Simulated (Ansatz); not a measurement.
Working through an SCF with some post-processing of AlCu, space group Pm-3m

Program: Ansatz 0.2.0 through its Python package.

Run as a notebook:

```python
from pathlib import Path
import warnings

import ansatz as az
from ase.io.cube import read_cube_data
from ase.units import Bohr
import matplotlib.pyplot as plt
import numpy as np
from pymatgen.core import Lattice, Structure
from pymatgen.io.ase import AseAtomsAdaptor

warnings.simplefilter("ignore", az.DeckWarning)
```

```python
pmg_structure = Structure(
    Lattice([(2.997509, 0.0, 0.0), (0.0, 2.997509, 0.0), (0.0, 0.0, 2.997509)]),
    ["Al", "Cu"],
    [
        (0.0, 0.0, 0.0),
        (0.5, 0.5, 0.5),
    ],
)
xtal = az.Crystal.from_ase(AseAtomsAdaptor.get_atoms(pmg_structure))
```

```python
xtal.resolved().sites[-1]
```

    Site(symbol='Cu', position=(0.5, 0.5, 0.5), moment=None, axis=None, held=None, saved=None)

```python
calc = (
    xtal.calculation()
    .scf(max_iterations=200)
    .basis(28 * az.Ry, density_ratio=6)
    .functional("pbesol")
    .kpoints(spacing=0.29)
    .occupations(az.OccupationsMethod.FERMI_DIRAC, width=0.01)
    .density()
    .output_files(volumetric_format="cube")
    .density_of_states(energy_step=0.05, projected=True)
)
outcome = calc.run()
report = outcome.report
```

    

```python
report["published_state_doubts"]
```

    []

```python
sorted(key for key in report if key.endswith("_ev"))
```

    ['eigenvalues_ev', 'energy_sigma0_ev', 'entropy_ts_ev', 'fermi_energy_ev', 'free_energy_ev',
     'gap_by_band_count_ev', 'harris_foulkes_ev', 'internal_energy_ev', 'lagrangian_above_aufbau_ev',
     'lagrangian_ev', 'lagrangian_sigma0_ev', 'loop_eigenvalues_ev', 'loop_fermi_energy_ev',
     'occupations_fermi_energy_ev', 'residual_norms_ev']

```python
print("%-22s %14.5f eV" % ("F = E - TS", report["free_energy_ev"]))
print("%-22s %14.5f eV" % ("E", report["internal_energy_ev"]))
print("%-22s %14.5f eV" % ("Harris-Foulkes", report["harris_foulkes_ev"]))
print("%-22s %14.5f eV" % ("Fermi level", report["fermi_energy_ev"]))
```

    F = E - TS                -7113.61866 eV
    E                         -7113.61813 eV
    Harris-Foulkes            -7113.61866 eV
    Fermi level                  12.79671 eV

```python
for term in (az.EnergyTerm.SMEARING, az.EnergyTerm.DISPERSION):
    print(f"F without {term.name.lower()}: {az.free_energy_without(report, term):.5f} eV")
```

    F without smearing: -7113.61813 eV
    F without dispersion: -7113.61866 eV

```python
folder = Path(outcome.write_results("cubes"))
print("\n".join((folder / "rho.cube").read_text().splitlines()[: 6 + 2]))
values, cube_atoms = read_cube_data(str(folder / "rho.cube"))
print("electrons from the file:", round(values.mean() * cube_atoms.get_volume() / Bohr ** 3, 3))
```

    ansatz rho
    values in e/bohr^3 (x slowest, z fastest)
        2    0.000000    0.000000    0.000000
       24    0.236020    0.000000    0.000000
       24    0.000000    0.236020    0.000000
       24    0.000000    0.000000    0.236020
       13   13.000000    0.000000    0.000000    0.000000
       29   29.000000    2.832236    2.832236    2.832236
    electrons from the file: 22.0

```python
dos = outcome.density_of_states()
energy = np.asarray(dos.energies_ev) - dos.fermi_ev
window = (energy > -12) & (energy < 4)
for index, site in enumerate(outcome.projected_density_of_states().sites):
    for shell in site.shells:
        if shell.l == 2:
            g = sum(np.sum(part.g_bin_mean_per_ev, axis=0) for part in shell.curves)[window]
            if g.sum() > 1e-6:
                centre = (g * energy[window]).sum() / g.sum()
                width = np.sqrt((g * (energy[window] - centre) ** 2).sum() / g.sum())
                print(f"site {index} {site.species} {shell.label}: centre {centre:.3f} eV, rms width {width:.3f} eV")
```

    site 1 Cu 3D: centre -3.991 eV, rms width 1.299 eV

```python
field = sum(channel.density_e_per_ang3 for channel in outcome.density().channels[:2])
fig, ax = plt.subplots(figsize=(4, 3.4))
shown = ax.imshow(np.log10(np.clip(field[:, :, 0].T, 1e-3, None)), origin="lower", extent=(0, 1, 0, 1))
fig.colorbar(shown, label="log10 density (e/A^3)")
ax.set(xlabel="fraction of grid vector 1", ylabel="fraction of grid vector 2")
fig.savefig("density_plane.png", dpi=100)
print(f"plane through the origin: {field[:, :, 0].min():.4f} to {field[:, :, 0].max():.4f} e/A^3")
```

    plane through the origin: 0.0583 to 0.2151 e/A^3

The settings weren't tested for convergence. The cutoff lies under the one recommended for these potentials. For a metal this k-point mesh is coarse: on a finer one energies can move by several to tens of meV an atom and pressures by half a GPa or more, differences at one mesh by less. The zero of the levels is a convention of the potentials, so an absolute Fermi energy is no work function. Projections exist only for the shells that the potentials hold, some of them semicore, and samples at single energies can miss narrow peaks. A gap by band count of zero or less means overlapping bands, a metal. Densities and potentials on the grid are those of the valence electrons, and inside the cores they hang on the potentials used. This cell is a computed structure, which may not be the phase found in nature. Gaps and levels are Kohn-Sham values on a finite set of k-points. The computed bands are complete only to about 2.4 eV above the Fermi level; beyond that the density of states is undercounted. A band centre counts only the states inside the window taken. The script silences the warnings on its input, which a real study should read. Wall time of the script: 1.3 s on 1 thread of AMD EPYC 9R45 96-Core Processor (Zen 5), on a shared host, peak memory 0.45 GiB.

(Lines on the test bed's own set-up are left out of the output.)
